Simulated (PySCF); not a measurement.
# BiO(OH): other functionals and bases at one geometry

An exercise on one series of results from a longer session: the logs are not shown, and one member is left open.

Program: PySCF 2.14.0. Level of theory: several levels, as the steps say, no spin–orbit coupling. These are calculated values, not measurements.

1 further run of the same task is left out (for a known fault of the program).

### Where the work starts

4 atoms, charge 0, spin multiplicity 1.

Bond lengths: Bi1–O2 1.916 Å, Bi1–O3 2.096 Å, O3–H4 0.967 Å. Angles: O2–Bi1–O3 100.1°, Bi1–O3–H4 111.5°.

Coordinates:

```mol
BiHO2
  3D, bonds by distance, orders not assigned

  4  3  0  0  0  0  0  0  0  0999 V2000
   -0.1421    0.0043   -0.4007 Bi  0  0
    1.3889   -0.0066    0.7513 O   0  0
   -1.6755    0.0378    1.0285 O   0  0
   -2.5478    0.0536    0.6115 H   0  0
  1  2  8  0
  1  3  8  0
  3  4  8  0
M  END
```

Formal oxidation states: Bi +3. An earlier session relaxed this geometry at PBE0, Bi def2-SVP with ECP60, O def2-SVP, H def2-SVP (singlet, point group Cs).

At PBE0 on the finer grid: E = -365.347779 Eh, HOMO -7.25 eV, LUMO -2.93 eV, Mulliken charge on Bi1 +0.91 e, largest force component 0.012 eV/Å. 

Levels to run: wB97X; revPBE; PBE0, TZVP. Hardware: 2 threads of Arm Neoverse V1, shared host.

Set-up of the first run:

run.py (the lines that set the calculation) reads:

```python
mol = gto.M(atom='''
Bi    -0.14207     0.00434    -0.40070
O      1.38890    -0.00661     0.75129
O     -1.67548     0.03780     1.02852
H     -2.54779     0.05357     0.61151''',
    basis={'Bi': 'def2-SVP', 'O': 'def2-SVP', 'H': 'def2-SVP'},
    ecp={'Bi': 'def2-SVP'},
    charge=0, spin=0)
mf = dft.RKS(mol, xc='WB97X')
mf.grids.atom_grid = (75, 302)
mf = mf.density_fit()  # fitting sets: Bi def2-universal-JKFIT, O def2-universal-JKFIT, H def2-universal-JKFIT
mf.conv_tol = 1e-08; mf.max_cycle = 55
mf.kernel(dm0)  # dm0: the density of the relaxed state
```

Command:

```sh
OMP_NUM_THREADS=2 python run.py
```

Steps of the session up to this table: wB97X; revPBE; PBE0, TZVP.

One table of the session follows, with a row left open; its other results are not shown here.

```
              level  HOMO (eV)  gap (eV)  charge on Bi1 (e)  dipole (D)  largest force component (eV/Å)
PBE0 (relaxed here)      -7.25      4.32               0.91        5.76                            0.01
              wB97X      -9.52      8.57               0.94        6.00                            0.46
             revPBE          ?         ?                  ?           ?                               ?
         PBE0, TZVP      -7.52      4.34               1.00        5.98                            1.04
```

Q: Estimate the row for revPBE from the others.

**Answer.** HOMO (eV): -5.65; gap (eV): 2.23; charge on Bi1 (e): 0.79; dipole (D): 5.21; largest force component (eV/Å): 1.38. In the column «HOMO (eV)» it is the highest.

In one basis the HOMO–LUMO gap runs from 2.23 eV (revPBE) to 8.57 eV (wB97X). The largest leftover force, 1.38 eV/Å with revPBE, stands at a geometry relaxed at another level. Total energies of different levels can't be compared.
